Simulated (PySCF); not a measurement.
# TiBr4 (-2): ligand-field states, part 2 of 2

PySCF 2.14.0. Atoms count from 0. The steps go on from the part before.

## 7. Ligand-field states: state-averaged CASSCF (angle to the S4 axis at 72°) in water

Job settings and geometry (Å):

```
{"job": {"kind": "lf", "basis": {"metal": "x2c-TZVPall", "ligand": "x2c-SVPall"}, "nevpt": true, "solvent": "water", "reuse": true}, "charge": -2, "metal": "Ti", "open_shell": "d2"}
Ti     0.000000     0.000000     0.000000
Br     1.748496     1.748496     0.803444
Br    -1.748496    -1.748496     0.803444
Br    -1.748496     1.748496    -0.803444
Br     1.748496    -1.748496    -0.803444
```

Method: state-averaged CASSCF of the metal d shell, SC-NEVPT2 on the averaged canonical orbitals, state-interaction spin-orbit coupling.

Log:

```text
basis functions 176, electrons 164, active (2e, 5o)
start from the orbitals of the previous structure
stage 1: DIIS on the effective Fock matrix, level shift 0.30
cycle   1  E = -11268.2062798191  dE = -1.127e+04  max|g| = 1.568e+00
cycle   2  E = -11269.1661558875  dE = -9.599e-01  max|g| = 3.026e-01
cycle   3  E = -11269.2588922033  dE = -9.274e-02  max|g| = 9.458e-02
cycle   4  E = -11269.2747912403  dE = -1.590e-02  max|g| = 3.907e-02
cycle   5  E = -11269.2794199684  dE = -4.629e-03  max|g| = 2.888e-02
cycle   6  E = -11269.2805299443  dE = -1.110e-03  max|g| = 2.012e-02
cycle   7  E = -11269.2809582405  dE = -4.283e-04  max|g| = 1.296e-02
cycle   8  E = -11269.2811122144  dE = -1.540e-04  max|g| = 7.676e-03
cycle   9  E = -11269.2811625070  dE = -5.029e-05  max|g| = 4.579e-03
cycle  10  E = -11269.2811772898  dE = -1.478e-05  max|g| = 2.599e-03
cycle  11  E = -11269.2811822782  dE = -4.988e-06  max|g| = 1.491e-03
cycle  12  E = -11269.2811840307  dE = -1.753e-06  max|g| = 8.279e-04
cycle  13  E = -11269.2811847458  dE = -7.151e-07  max|g| = 4.526e-04
cycle  14  E = -11269.2811850104  dE = -2.645e-07  max|g| = 3.419e-04
cycle  15  E = -11269.2811851130  dE = -1.026e-07  max|g| = 2.350e-04
cycle  16  E = -11269.2811851520  dE = -3.907e-08  max|g| = 1.985e-04
cycle  17  E = -11269.2811851701  dE = -1.803e-08  max|g| = 1.547e-04
cycle  18  E = -11269.2811851786  dE = -8.578e-09  max|g| = 1.026e-04
cycle  19  E = -11269.2811851847  dE = -6.072e-09  max|g| = 7.660e-05
cycle  20  E = -11269.2811851880  dE = -3.325e-09  max|g| = 6.959e-05
cycle  21  E = -11269.2811851899  dE = -1.819e-09  max|g| = 5.120e-05
cycle  22  E = -11269.2811851909  dE = -1.026e-09  max|g| = 3.969e-05
cycle  23  E = -11269.2811851915  dE = -5.693e-10  max|g| = 3.109e-05
cycle  24  E = -11269.2811851918  dE = -3.747e-10  max|g| = 1.758e-05
cycle  25  E = -11269.2811851920  dE = -2.074e-10  max|g| = 1.697e-05
cycle  26  E = -11269.2811851922  dE = -1.510e-10  max|g| = 1.177e-05
cycle  27  E = -11269.2811851923  dE = -9.095e-11  max|g| = 1.025e-05
cycle  28  E = -11269.2811851923  dE = -6.185e-11  max|g| = 9.686e-06
converged average energy = -11269.2811851923

 mult deg   label        CASSCF/cm-1   NEVPT2/cm-1
   3   1   3B1                 0.0           0.0
   3   2   3E               1217.8        1553.5
   3   1   3A2              2497.5        3175.8
   3   2   3E               5869.1        6213.2
   3   1   3B2              6933.5        7631.1
   1   1   1B1              9566.1        8009.6
   1   1   1A1             11581.1        8984.8
   1   2   1E              12900.8       11047.9
   1   1   1B2             13089.4       11942.0
   3   2   3E              15206.9       13979.5
   1   2   1E              15617.1       14030.1
   1   1   1A1             15629.4       14112.7
   1   1   1B1             16207.4       14605.3
   1   1   1B2             20156.7       18848.9
   3   1   3A2             20594.2       19239.2
   1   2   1E              23078.5       22202.9
   1   1   1A1             25651.0       24093.0
   1   1   1A2             25100.5       24186.7
   1   1   1A1             44220.6       37906.8

spin-orbit levels / cm-1
      0.00  x1  3B1 0.99
      6.59  x2  3B1 0.99
   1544.71  x1  3E 0.99
   1563.38  x1  3E 1.00
   1570.40  x2  3E 0.99
   1575.47  x1  3E 1.00
   1589.89  x1  3E 0.99
   3198.57  x2  3A2 1.00
   3206.99  x1  3A2 0.99
   6141.32  x1  3E 0.99
   6163.59  x1  3E 1.00
   6227.20  x2  3E 1.00
   6294.96  x1  3E 1.00
   6296.59  x1  3E 1.00
   7645.13  x1  3B2 0.98
   7649.96  x2  3B2 1.00
   8047.13  x1  1B1 0.97
   9004.75  x1  1A1 1.00
  11065.55  x2  1E 1.00
  11957.05  x1  1B2 1.00
  13963.73  x2  3E 0.71 1E 0.29
  13964.18  x1  3E 0.98
  13968.32  x1  3E 1.00
  14026.75  x1  3E 1.00
  14027.36  x1  3E 1.00
  14081.01  x2  1E 0.71 3E 0.29
  14131.93  x1  1A1 0.98
  14623.62  x1  1B1 1.00
  18867.75  x1  1B2 1.00
  19256.01  x2  3A2 1.00
```

Wall time 25 s (1 thread of Arm Neoverse V1, shared host); peak memory 0.53 GiB.

Key values:

```tsv
quantity	value
spin-orbit constant ζ	88 cm⁻¹
```

Powder susceptibility:

```tsv
T (K)	χT (cm³ K/mol)	μ(eff)
2	0.318	1.59
20	0.814	2.55
100	0.898	2.68
300	1.064	2.92
```

## 8. Ligand-field states: state-averaged CASSCF (angle to the S4 axis at 80°) in water

Job settings and geometry (Å):

```
{"job": {"kind": "lf", "basis": {"metal": "x2c-TZVPall", "ligand": "x2c-SVPall"}, "nevpt": true, "solvent": "water", "reuse": true}, "charge": -2, "metal": "Ti", "open_shell": "d2"}
Ti     0.000000     0.000000     0.000000
Br     1.810547     1.810547     0.451485
Br    -1.810547    -1.810547     0.451485
Br    -1.810547     1.810547    -0.451485
Br     1.810547    -1.810547    -0.451485
```

With the program's defaults for keys left out, this is: state-averaged CASSCF of the metal d shell, SC-NEVPT2 on the averaged canonical orbitals, state-interaction spin-orbit coupling.

Log:

```text
basis functions 176, electrons 164, active (2e, 5o)
start from the orbitals of the previous structure
stage 1: DIIS on the effective Fock matrix, level shift 0.30
cycle   1  E = -11267.8644635206  dE = -1.127e+04  max|g| = 1.415e+00
cycle   2  E = -11269.1217263161  dE = -1.257e+00  max|g| = 4.450e-01
cycle   3  E = -11269.2414877964  dE = -1.198e-01  max|g| = 1.268e-01
cycle   4  E = -11269.2616866010  dE = -2.020e-02  max|g| = 4.908e-02
cycle   5  E = -11269.2679251575  dE = -6.239e-03  max|g| = 3.585e-02
cycle   6  E = -11269.2694019943  dE = -1.477e-03  max|g| = 2.484e-02
cycle   7  E = -11269.2699694211  dE = -5.674e-04  max|g| = 1.621e-02
cycle   8  E = -11269.2701847889  dE = -2.154e-04  max|g| = 9.592e-03
cycle   9  E = -11269.2702570330  dE = -7.224e-05  max|g| = 5.790e-03
cycle  10  E = -11269.2702793109  dE = -2.228e-05  max|g| = 3.318e-03
cycle  11  E = -11269.2702863451  dE = -7.034e-06  max|g| = 1.909e-03
cycle  12  E = -11269.2702887836  dE = -2.438e-06  max|g| = 1.079e-03
cycle  13  E = -11269.2702897215  dE = -9.379e-07  max|g| = 5.948e-04
cycle  14  E = -11269.2702901149  dE = -3.934e-07  max|g| = 3.887e-04
cycle  15  E = -11269.2702902528  dE = -1.379e-07  max|g| = 2.910e-04
cycle  16  E = -11269.2702903072  dE = -5.433e-08  max|g| = 2.328e-04
cycle  17  E = -11269.2702903361  dE = -2.896e-08  max|g| = 1.775e-04
cycle  18  E = -11269.2702903516  dE = -1.549e-08  max|g| = 1.221e-04
cycle  19  E = -11269.2702903631  dE = -1.148e-08  max|g| = 1.021e-04
cycle  20  E = -11269.2702903677  dE = -4.651e-09  max|g| = 7.897e-05
cycle  21  E = -11269.2702903709  dE = -3.192e-09  max|g| = 5.165e-05
cycle  22  E = -11269.2702903728  dE = -1.844e-09  max|g| = 3.625e-05
cycle  23  E = -11269.2702903740  dE = -1.222e-09  max|g| = 3.389e-05
cycle  24  E = -11269.2702903748  dE = -8.204e-10  max|g| = 2.390e-05
cycle  25  E = -11269.2702903754  dE = -5.621e-10  max|g| = 2.407e-05
cycle  26  E = -11269.2702903756  dE = -2.638e-10  max|g| = 1.736e-05
cycle  27  E = -11269.2702903758  dE = -1.401e-10  max|g| = 1.355e-05
cycle  28  E = -11269.2702903759  dE = -8.367e-11  max|g| = 1.477e-05
cycle  29  E = -11269.2702903759  dE = -3.274e-11  max|g| = 1.399e-05
cycle  30  E = -11269.2702903759  dE = -3.092e-11  max|g| = 1.256e-05
cycle  31  E = -11269.2702903760  dE = -4.002e-11  max|g| = 1.008e-05
cycle  32  E = -11269.2702903760  dE = -2.910e-11  max|g| = 7.669e-06
converged average energy = -11269.2702903760

 mult deg   label        CASSCF/cm-1   NEVPT2/cm-1
   3   1   3B1                 0.0           0.0
   3   2   3E                477.2         931.3
   3   1   3A2              1300.8        2294.0
   3   2   3E               5855.0        6287.3
   1   1   1B1              8891.0        7571.5
   1   1   1A1             11029.7        8017.5
   3   1   3B2              8620.5        9785.8
   1   2   1E              12067.3       10157.6
   1   1   1B2             12093.5       11286.7
   1   2   1E              15099.6       13923.2
   1   1   1B1             15329.7       13929.9
   1   1   1A1             15202.4       14099.9
   3   2   3E              15964.0       15659.6
   1   1   1B2             21127.3       20337.5
   3   1   3A2             23229.6       22633.4
   1   2   1E              24480.2       24327.4
   1   1   1A1             27624.0       25869.6
   1   1   1A2             28013.5       27827.6
   1   1   1A1             46818.4       42058.7

spin-orbit levels / cm-1
      0.00  x1  3B1 0.97
     12.24  x2  3B1 0.98
    925.25  x1  3E 0.98
    949.45  x1  3E 1.00
    963.31  x2  3E 0.98
    968.56  x1  3E 1.00
    994.37  x1  3E 0.97
   2331.17  x2  3A2 0.99
   2342.07  x1  3A2 0.99
   6221.50  x1  3E 0.98
   6253.60  x1  3E 1.00
   6314.65  x2  3E 1.00
   6375.58  x1  3E 1.00
   6378.10  x1  3E 1.00
   7627.61  x1  1B1 0.98
   8050.17  x1  1A1 1.00
   9811.81  x2  3B2 0.99
   9815.12  x1  3B2 1.00
  10190.45  x2  1E 0.99
  11316.05  x1  1B2 1.00
  13949.71  x2  1E 1.00
  13958.92  x1  1B1 1.00
  14128.13  x1  1A1 1.00
  15681.99  x1  3E 1.00
  15682.78  x1  3E 1.00
  15690.91  x2  3E 1.00
  15692.66  x1  3E 1.00
  15696.37  x1  3E 1.00
  20368.44  x1  1B2 1.00
  22660.30  x2  3A2 1.00
```

Wall time 28 s (1 thread of Arm Neoverse V1, shared host); peak memory 0.53 GiB.

In short:

```tsv
quantity	value
spin-orbit constant ζ	90 cm⁻¹
```

Powder susceptibility:

```tsv
T (K)	χT (cm³ K/mol)	μ(eff)
2	0.139	1.05
20	0.676	2.33
100	0.833	2.58
300	1.087	2.95
```

## 9. Ligand-field states: state-averaged CASSCF (angle to the S4 axis at 90°) in water

Job settings and geometry (Å):

```
{"job": {"kind": "lf", "basis": {"metal": "x2c-TZVPall", "ligand": "x2c-SVPall"}, "nevpt": true, "solvent": "water", "reuse": true}, "charge": -2, "metal": "Ti", "open_shell": "d2"}
Ti     0.000000     0.000000     0.000000
Br     1.838478     1.838478     0.000000
Br    -1.838478    -1.838478     0.000000
Br    -1.838478     1.838478     0.000000
Br     1.838478    -1.838478     0.000000
```

Method: state-averaged CASSCF of the metal d shell, SC-NEVPT2 on the averaged canonical orbitals, state-interaction spin-orbit coupling.

Log:

```text
basis functions 176, electrons 164, active (2e, 5o)
start from the orbitals of the previous structure
stage 1: DIIS on the effective Fock matrix, level shift 0.30
cycle   1  E = -11267.1415275262  dE = -1.127e+04  max|g| = 1.793e+00
cycle   2  E = -11269.0349953504  dE = -1.893e+00  max|g| = 6.808e-01
cycle   3  E = -11269.2174812223  dE = -1.825e-01  max|g| = 2.158e-01
cycle   4  E = -11269.2488951574  dE = -3.141e-02  max|g| = 7.169e-02
cycle   5  E = -11269.2591796707  dE = -1.028e-02  max|g| = 4.555e-02
cycle   6  E = -11269.2617071555  dE = -2.527e-03  max|g| = 3.048e-02
cycle   7  E = -11269.2626795710  dE = -9.724e-04  max|g| = 1.766e-02
cycle   8  E = -11269.2630611452  dE = -3.816e-04  max|g| = 1.021e-02
cycle   9  E = -11269.2631860656  dE = -1.249e-04  max|g| = 6.167e-03
cycle  10  E = -11269.2632267818  dE = -4.072e-05  max|g| = 3.582e-03
cycle  11  E = -11269.2632408350  dE = -1.405e-05  max|g| = 1.997e-03
cycle  12  E = -11269.2632449687  dE = -4.134e-06  max|g| = 1.105e-03
cycle  13  E = -11269.2632463334  dE = -1.365e-06  max|g| = 6.413e-04
cycle  14  E = -11269.2632468738  dE = -5.405e-07  max|g| = 4.430e-04
cycle  15  E = -11269.2632470852  dE = -2.114e-07  max|g| = 2.757e-04
cycle  16  E = -11269.2632471808  dE = -9.562e-08  max|g| = 2.439e-04
cycle  17  E = -11269.2632472239  dE = -4.309e-08  max|g| = 1.674e-04
cycle  18  E = -11269.2632472454  dE = -2.148e-08  max|g| = 1.353e-04
cycle  19  E = -11269.2632472575  dE = -1.207e-08  max|g| = 9.117e-05
cycle  20  E = -11269.2632472631  dE = -5.661e-09  max|g| = 5.852e-05
cycle  21  E = -11269.2632472660  dE = -2.852e-09  max|g| = 5.245e-05
cycle  22  E = -11269.2632472679  dE = -1.892e-09  max|g| = 4.780e-05
cycle  23  E = -11269.2632472690  dE = -1.131e-09  max|g| = 3.670e-05
cycle  24  E = -11269.2632472699  dE = -8.567e-10  max|g| = 2.302e-05
cycle  25  E = -11269.2632472704  dE = -5.384e-10  max|g| = 1.902e-05
cycle  26  E = -11269.2632472707  dE = -3.165e-10  max|g| = 1.963e-05
cycle  27  E = -11269.2632472709  dE = -1.655e-10  max|g| = 1.684e-05
cycle  28  E = -11269.2632472710  dE = -1.037e-10  max|g| = 1.463e-05
cycle  29  E = -11269.2632472710  dE = -5.275e-11  max|g| = 1.029e-05
cycle  30  E = -11269.2632472711  dE = -3.274e-11  max|g| = 9.465e-06
converged average energy = -11269.2632472711

 mult deg   label        CASSCF/cm-1   NEVPT2/cm-1
   3   1   3B2g                0.0           0.0
   3   2   3Eg                82.7         592.3
   3   1   3A2g              690.9        1869.8
   3   2   3Eg              5794.2        6295.8
   1   1   1B2g             8547.2        7367.2
   1   1   1A1g            10657.4        7452.0
   1   2   1Eg             11568.7        9647.1
   1   1   1B1g            11531.3       10923.8
   3   1   3B1g             9530.7       11037.0
   1   1   1B2g            14935.9       13645.9
   1   2   1Eg             14919.2       13965.6
   1   1   1A1g            15069.6       14154.0
   3   2   3Eg             16547.6       16811.1
   1   1   1B1g            21732.7       21301.0
   3   1   3A2g            24722.7       24593.2
   1   2   1Eg             25308.9       25615.1
   1   1   1A1g            28485.5       26561.9
   1   1   1A2g            29636.6       29906.8
   1   1   1A1g            48702.6       44975.6

spin-orbit levels / cm-1
      0.00  x1  3B2g 0.94 3Eg 0.06
     18.87  x2  3B2g 0.96 3Eg 0.04
    595.57  x1  3Eg 0.98
    622.30  x1  3Eg 1.00
    646.43  x2  3Eg 0.95 3B2g 0.04
    647.69  x1  3Eg 1.00
    688.46  x1  3Eg 0.94 3B2g 0.06
   1923.30  x2  3A2g 0.99
   1935.17  x1  3A2g 0.98
   6238.24  x1  3Eg 0.97 1B2g 0.03
   6279.19  x1  3Eg 1.00
   6338.34  x2  3Eg 1.00
   6396.69  x1  3Eg 1.00
   6399.74  x1  3Eg 1.00
   7448.81  x1  1B2g 0.97 3Eg 0.03
   7500.31  x1  1A1g 1.00
   9692.27  x2  1Eg 1.00
  10968.91  x1  1B1g 1.00
  11080.09  x1  3B1g 1.00
  11080.83  x2  3B1g 1.00
  13690.09  x1  1B2g 1.00
  14008.01  x2  1Eg 1.00
  14197.80  x1  1A1g 1.00
  16844.75  x1  3Eg 1.00
  16848.89  x1  3Eg 1.00
  16856.42  x2  3Eg 1.00
  16861.88  x1  3Eg 1.00
  16862.86  x1  3Eg 1.00
  21347.24  x1  1B1g 1.00
  24633.02  x2  3A2g 1.00
```

It took 27 s on 1 thread of Arm Neoverse V1, shared host; peak memory 0.53 GiB.

Key values:

```tsv
quantity	value
spin-orbit constant ζ	92 cm⁻¹
```

Powder susceptibility:

```tsv
T (K)	χT (cm³ K/mol)	μ(eff)
2	0.067	0.73
20	0.501	2.00
100	0.752	2.45
300	1.111	2.98
```

## 10. The runs side by side

From the NEVPT2 states (cm⁻¹; the spread is that of the fitted one-electron ligand-field levels):

```tsv
step	setting	ground state	next state	orbital spread	Racah B	ζ	μ(eff), 300 K
2	as given	3A2	3T2 at 3108	2748	616	85	2.90
3	angle to the S4 axis at 45	3B1	3B2 at 1437	4232	632	86	2.91
4	angle to the S4 axis at 50	3B1	3B2 at 2216	3487	621	85	2.90
5	angle to the S4 axis at 60	3B1	3E at 2608	4381	624	85	2.90
6	angle to the S4 axis at 65	3B1	3E at 2169	6233	645	86	2.90
7	angle to the S4 axis at 72	3B1	3E at 1554	9134	689	88	2.92
8	angle to the S4 axis at 80	3B1	3E at 931	12348	735	90	2.95
9	angle to the S4 axis at 90	3B2g	3Eg at 592	14246	759	92	2.98
```

## 11. Outcome

This closing draws on all 2 parts.

| quantity | value |
| --- | --- |
| spin-orbit constant ζ (step 2, state-averaged CASSCF in water) | 85 cm⁻¹ |
| ground multiplicity, μ(eff) at 300 K (step 2, 4 donors at 2.60 Å) | 3, 2.90 μB |
| ground multiplicity, μ(eff) at 300 K (step 3, 4 donors at 2.60 Å) | 3, 2.91 μB |
| ground multiplicity, μ(eff) at 300 K (step 4, 4 donors at 2.60 Å) | 3, 2.90 μB |
| ground multiplicity, μ(eff) at 300 K (step 5, 4 donors at 2.60 Å) | 3, 2.90 μB |
| ground multiplicity, μ(eff) at 300 K (step 6, 4 donors at 2.60 Å) | 3, 2.90 μB |
| ground multiplicity, μ(eff) at 300 K (step 7, 4 donors at 2.60 Å) | 3, 2.92 μB |
| ground multiplicity, μ(eff) at 300 K (step 8, 4 donors at 2.60 Å) | 3, 2.95 μB |
| ground multiplicity, μ(eff) at 300 K (step 9, 4 donors at 2.60 Å) | 3, 2.98 μB |

In step 2, χT goes from 0.88 at 2 K to 1.05 cm³ K/mol at 300 K, as higher levels fill or mix in. The spread of the ligand-field levels runs from 2748 cm⁻¹ (as given) to 14246 cm⁻¹ (angle to the S4 axis at 90); μ(eff) at 300 K: 2.90 to 2.98 μB.
